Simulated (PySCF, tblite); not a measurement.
# C₄H₁₀AlN: geometry, infrared bands and NMR shifts

What infrared bands and NMR shifts should C₄H₁₀AlN (`[AlH2][N]1CCCC1`) show?

Computed with tblite 0.8.0 and PySCF 2.14.0, with density-fitted response routines of our own, on a single molecule in the gas phase. Atoms count from 0, in the outputs and in this text.

## (1) The starting structure

16 atoms, charge 0, multiplicity 1; geometry from: force field or distance geometry start.

Bonds of the start (Å): Al0–N1 1.95, N1–C2 1.44, C2–C3 1.53, C3–C4 1.53, C4–C5 1.52, C5–N1 1.46, Al0–H6 1.59, Al0–H7 1.59, C2–H8 1.11, C2–H9 1.12, C3–H10 1.10, C3–H11 1.12, C4–H12 1.11, C4–H13 1.12, C5–H14 1.11, C5–H15 1.12.

## (2) Geometry optimisation with GFN2-xTB

Job settings and geometry (Å):

```
{"job": {"kind": "relax", "xc": "GFN2-xTB", "basis": "xTB"}, "charge": 0, "multiplicity": 1}
Al     2.494700     0.464200     0.540300
N      0.603600     0.024300     0.668700
C     -0.264300     1.098800     0.252800
C     -1.592500     0.464200    -0.157300
C     -1.262800    -1.007900    -0.393700
C      0.225600    -1.133100    -0.138800
H      3.408300     0.453100     1.841100
H      3.115200     0.857000    -0.873100
H      0.151300     1.635900    -0.631500
H     -0.427700     1.823600     1.085000
H     -2.012400     0.936000    -1.061800
H     -2.331000     0.541700     0.682700
H     -1.836500    -1.652000     0.311700
H     -1.500700    -1.299600    -1.448800
H      0.768100    -1.123400    -1.108800
H      0.453400    -2.073800     0.420000
```

Run with:

```console
$ OMP_NUM_THREADS=1 python probes_run.py task.json out
```

One launch serves the whole session: the jobs run in the order shown.

**Question.** This job is followed by: GFN2-xTB harmonic vibrations, gas phase; GIAO PBE0/pcSseg-1 NMR shielding, non-relativistic, gas phase. Predict these results of the whole session: strongest single infrared mode (GFN2-xTB); zero-point energy (GFN2-xTB); 13C shifts against TMS (PBE0/pcSseg-1, means over atoms taken as alike); 1H shifts against TMS (PBE0/pcSseg-1, means over atoms taken as alike); 27Al shifts against AlH4- (PBE0/pcSseg-1); 15N shifts against NH3 (PBE0/pcSseg-1).

The runs gave:

| quantity | value |
| --- | --- |
| strongest single infrared mode (GFN2-xTB) | 1782 cm⁻¹, 449 km/mol |
| zero-point energy (GFN2-xTB) | 80.7 kcal/mol |
| 13C shifts against TMS (PBE0/pcSseg-1, means over atoms taken as alike) | 50.8, 28.0 ppm |
| 1H shifts against TMS (PBE0/pcSseg-1, means over atoms taken as alike) | 5.11, 3.07, 1.63 ppm |
| 27Al shifts against AlH4- (PBE0/pcSseg-1) | 152.3 ppm |
| 15N shifts against NH3 (PBE0/pcSseg-1) | 51.5 ppm |

In words: Relaxing lowered the energy by 0.716 eV in 60 steps; the close pair that moved most is Al0–N1, from 1.946 to 1.789 Å. All 42 modes are real, so the xTB geometry is a minimum. The strongest single mode, at 1782 cm⁻¹, moves mainly H6 and H7. GFN2-xTB is a fitted tight-binding method: band positions and strengths are rough. Its intensities can rank the bands wrongly. The most deshielded carbon is C2, C5 (mean) (sp3 CH2 bonded to N), at 50.8 ppm: pulled downfield by the heteroatom. At PBE0/pcSseg-1: Shielding is most anisotropic at Al0 (span 138 ppm, paramagnetic term -458 ppm).
